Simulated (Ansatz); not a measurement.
Runs of Ansatz 0.2.0 on RuSe. Symmetry: Fm-3m, No. 225, cubic system. Conventional cell: a = 5.355 Å, b = 5.355 Å, c = 5.355 Å, α = 90.00°, β = 90.00°, γ = 90.00°. Around Ru (site symmetry m-3m) lie 6 Se at 2.68 Å. Se (site symmetry m-3m) has 6 Ru at 2.68 Å as nearest neighbours. The cell comes from a database or a generator and needn't be the stable form of this composition.

```tsv
level	spin	U	fixed moment (μB)	cutoff (eV)	hubbard projectors	double counting	gap on the mesh (eV)	pressure (GPa)	moment (μB)
r2SCAN+U	collinear, program default start	Ru d U = 4 eV	0	500	ortho-atomic (the default)	fll (the default)	-	-2.5	0.00
LDA	collinear, ferromagnetic start	-	-	420	-	-	none	-19.1	1.13
LDA	non-collinear, random start	-	-	420	-	-	none	-19.1	1.13
LDA+U	collinear, program default start	Ru d U = 2 eV	0	420	ortho-atomic (the default)	fll (the default)	-	(a)	0.00
```

Alike in all rows: task single point; potentials or basis Ansatz PAW; cell as given; k mesh 6 × 6 × 6; smearing gaussian 0.05 eV.

Estimate the missing entries.

(a) -19.7.

Caveats: the PAW data sets come from PBE, with cores solved anew for the run's functional, which leaves a small shift of forces and pressure; the magnetic or orbital state may not be the lowest (some runs); the total moment is fixed, so each spin has its own Fermi level (some runs); the thresholds are loose for stress (some runs); so large a pressure means that the cell lies far from this level's equilibrium, or that cutoff or potentials fall short (some runs).

A k mesh can miss the band edges, and the runs leave out spin-orbit coupling on Ru, Se.

A gap of «none» marks a metal or a gap under the smearing width.
